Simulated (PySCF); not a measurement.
# C4H5BS2: NMR shifts

What NMR shifts should C4H5BS2 (`C#CB1SCCS1`) show?

Computed with PySCF 2.14.0, with density-fitted response routines of our own, on a single molecule in the gas phase. Atoms count from 0, in the outputs and in this text.

## Step 1: The starting structure

12 atoms, charge 0, multiplicity 1; geometry from: GFN2-xTB.

Bonds of the start (Å): C0–C1 1.20, C1–B2 1.50, B2–S3 1.80, S3–C4 1.84, C4–C5 1.51, C5–S6 1.84, S6–B2 1.80, C0–H7 1.05, C4–H8 1.09, C4–H9 1.09, C5–H10 1.09, C5–H11 1.09.

## Step 2: Shielding tensors: PBE0/pcSseg-1

What the job is given:

```
{"job": {"kind": "nmr", "xc": "PBE0", "basis": "pcSseg-1"}, "charge": 0, "multiplicity": 1}
C      3.613632     0.266546    -0.253581
C      2.417375     0.175574    -0.142944
B      0.929122     0.064836    -0.001208
S     -0.009813    -1.292597    -0.708214
C     -1.584003    -0.866984     0.141240
C     -1.672492     0.628005     0.344332
S     -0.043047     1.283209     0.890293
H      4.657130     0.346356    -0.350310
H     -1.580231    -1.398092     1.094711
H     -2.401004    -1.237464    -0.476206
H     -1.921634     1.143692    -0.584833
H     -2.403836     0.886233     1.108953
```

With the program's defaults for keys left out, this is: GIAO PBE0/pcSseg-1 NMR shielding, non-relativistic, gas phase.

What will the session give for the following? ¹³C shifts against TMS (PBE0/pcSseg-1, means over atoms taken as alike); ¹H shifts against TMS (PBE0/pcSseg-1, means over atoms taken as alike); ¹¹B shifts against BF3·OEt2 (PBE0/pcSseg-1); ³³S shifts against CS2 (PBE0/pcSseg-1, means over atoms taken as alike). Wanted: ¹³C shifts against TMS; ¹H shifts against TMS; ¹¹B shifts against BF3·OEt2; ³³S shifts against CS2.

As calculated:

| quantity | value |
| --- | --- |
| ¹³C shifts against TMS (PBE0/pcSseg-1, means over atoms taken as alike) | 121.3, 87.0, 44.5 ppm |
| ¹H shifts against TMS (PBE0/pcSseg-1, means over atoms taken as alike) | 3.62, 3.28 ppm |
| ¹¹B shifts against BF3·OEt2 (PBE0/pcSseg-1) | 51.3 ppm |
| ³³S shifts against CS2 (PBE0/pcSseg-1, means over atoms taken as alike) | 112 ppm |
